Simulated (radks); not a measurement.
# Ar⁺ in [Ne] 3s2 3p5: an all-electron calculation

An exercise on one series of results from a longer session: the logs are not shown, and one member is left open.

Method: scalar-relativistic Kohn-Sham, BLYP, spin-polarised, spherical densities, finite nucleus; open shells are filled with parallel spins first. Code: radks (a radial shooting solver on a logarithmic mesh, Libxc functionals) version 1.

### Starting point

- element: argon (Z = 18)
- charge: +1
- electrons: 17
- configuration: [Ne] 3s2 3p5
- nuclear rms radius: 3.4274 fm

The outer shells:

Ar⁺
```
[Ne] core
3s [↑↓]
3p [↑↓][↑↓][↑ ]
```

The first run:

Settings of this run:

```text
Z 18
configuration [Ne] 3s2 3p5 4s0 3d0 4p0 4f0
relativity scalar-relativistic
functional b88,lyp
spin polarised
nucleus finite rms 3.4274 fm
c 137.035999084
```

Command:

```bash
$ python run_ks.py task.json out
```

The same process makes all the runs of this session.

One table of the session follows, with a row left open; its other results are not shown here.

It belongs to the step «Shells». Sizes of the orbitals, from the radial functions (bohr):

| level | <r> | outermost maximum (interpolated) | 90 % within | nodes |
| --- | --- | --- | --- | --- |
| 1s up | 0.08573 | 0.0561 | 0.153 | 0 |
| 1s down | 0.08572 | 0.0561 | 0.153 | 0 |
| 2s up | 0.4143 | 0.339 | 0.647 | 1 |
| 2s down | 0.4142 | 0.339 | 0.647 | 1 |
| 2p up | 0.3766 | 0.280 | 0.624 | 0 |
| 2p down | 0.3766 | 0.281 | 0.624 | 0 |
| 3s up | 1.365 | 1.16 | 2.06 | 2 |
| 3s down | 1.371 | 1.16 | 2.07 | 2 |
| 3p up | 1.548 | 1.26 | 2.41 | 1 |
| 3p down | ? | ? | ? | ? |

**Question.** Estimate the row for 3p down.

As computed: <r>: 1.565; outermost maximum (interpolated): 1.26; 90 % within: 2.45; nodes: 1. In the column «<r>» it is the highest.

To keep in mind: Open shells are spherical and high-spin; term and fine-structure splittings are not resolved.
